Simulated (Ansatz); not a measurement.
**ClGeH₅Si: a ladder of functionals and wavefunction methods**

An exercise on one series of results from a longer session: the logs are not shown, and one member is left open.

Computed with Ansatz 0.2.0, Gaussian basis. Level: functionals in def2-TZVPP, the program's frozen cores in correlated methods.

Plan: LDA (SPW92), PBE-D4, revPBE-D4, BLYP-D4, r2SCAN-D4, B97M-V, PBE0-D4, B3LYP-D4, r2SCANh-D4, r2SCAN0-D4, HSE06-D4, BHLYP-D4, CAM-B3LYP-D4, LC-ωPBE, ωB97X-V, ωB97M-V, B2PLYP, PBE-QIDH; CCSD(T)/def2-SVP; CCSD(T)/def2-TZVPP; MP2/def2-QZVPP; extrapolation to the limit; RPA on PBE.

## Structure used throughout

The geometry comes from an earlier relaxation with PBE0-D4 in a triple-zeta def2 set; it is a stationary point, not always the lowest conformer.

SMILES `[SiH3][GeH2][Cl]`, 8 atoms, charge 0, spin multiplicity 1.

Atoms are counted from 1 here; the program's logs count them from 0.

Bond lengths: Si1–Ge2 2.380 Å, Si1–H4 1.487 Å, Si1–H5 1.484 Å, Si1–H6 1.484 Å, Ge2–Cl3 2.169 Å, Ge2–H7 1.537 Å, Ge2–H8 1.537 Å. Angles: Ge2–Si1–H4 109.5°, Ge2–Si1–H5 108.9°, Ge2–Si1–H6 108.9°, H4–Si1–H5 109.7°, H4–Si1–H6 109.7°, H5–Si1–H6 110.1°, Si1–Ge2–Cl3 106.5°, Si1–Ge2–H7 114.0°, Si1–Ge2–H8 114.0°, Cl3–Ge2–H7 106.1°, Cl3–Ge2–H8 106.1°, H7–Ge2–H8 109.6°.

Set-up of the first run:

in.yaml reads:

```yaml
crystal:
  periodic: [false, false, false]
  atoms:
    - {symbol: Si, position_ang: [-0.863602, 0.827333, -0.302473]}
    - {symbol: Ge, position_ang: [0.738257, -0.882042, 0.118354]}
    - {symbol: Cl, position_ang: [1.963056, -0.183745, 1.766209]}
    - {symbol: H, position_ang: [-1.744920, 0.416189, -1.427306]}
    - {symbol: H, position_ang: [-0.149819, 2.078736, -0.658856]}
    - {symbol: H, position_ang: [-1.678533, 1.035553, 0.920241]}
    - {symbol: H, position_ang: [1.703099, -1.135245, -1.051170]}
    - {symbol: H, position_ang: [0.124560, -2.213879, 0.579204]}
basis:
  gaussian: {orbitals: def2-TZVPP}
hamiltonian: {xc: lda}
output: {orbitals: {seedname: orbitals}}
```

Steps of the session up to this table: LDA; PBE-D4 (GGA); revPBE-D4 (GGA); BLYP-D4 (GGA); r2SCAN-D4 (meta-GGA); B97M-V (meta-GGA); PBE0-D4 (hybrid); B3LYP-D4 (hybrid); r2SCANh-D4 (hybrid); r2SCAN0-D4 (hybrid); HSE06-D4 (hybrid); BHLYP-D4 (hybrid); CAM-B3LYP-D4 (range-separated); LC-ωPBE-D4 (range-separated; the results give it without D4); ωB97X-V (range-separated); ωB97M-V (range-separated); B2PLYP (double hybrid); PBE-QIDH (double hybrid).

One table of the session follows, with a row left open; its other results are not shown here.

It belongs to the step «Orbital energies across the functionals». 

| functional | HOMO (eV) | gap (eV) |
| --- | --- | --- |
| LDA (SPW92) | -7.03 | 5.24 |
| PBE-D4 | -6.94 | 5.39 |
| revPBE-D4 | -6.90 | 5.46 |
| BLYP-D4 | -6.79 | 5.37 |
| r2SCAN-D4 | -7.25 | 5.95 |
| B97M-V | -7.39 | 6.03 |
| PBE0-D4 | -8.15 | 7.47 |
| B3LYP-D4 | -7.92 | 7.03 |
| r2SCANh-D4 | -7.68 | 6.69 |
| r2SCAN0-D4 | -8.34 | 7.80 |
| HSE06-D4 | -7.76 | 6.70 |
| BHLYP-D4 | -9.22 | 9.49 |
| CAM-B3LYP-D4 | -9.42 | 9.80 |
| LC-ωPBE | -10.75 | 12.28 |
| ωB97X-V | ? | ? |
| ωB97M-V | -10.22 | 11.41 |

Estimate the missing values for ωB97X-V.

**Answer.** HOMO (eV): -10.42; gap (eV): 11.83. In the column «HOMO (eV)» it lies between LC-ωPBE (-10.75) and ωB97M-V (-10.22).
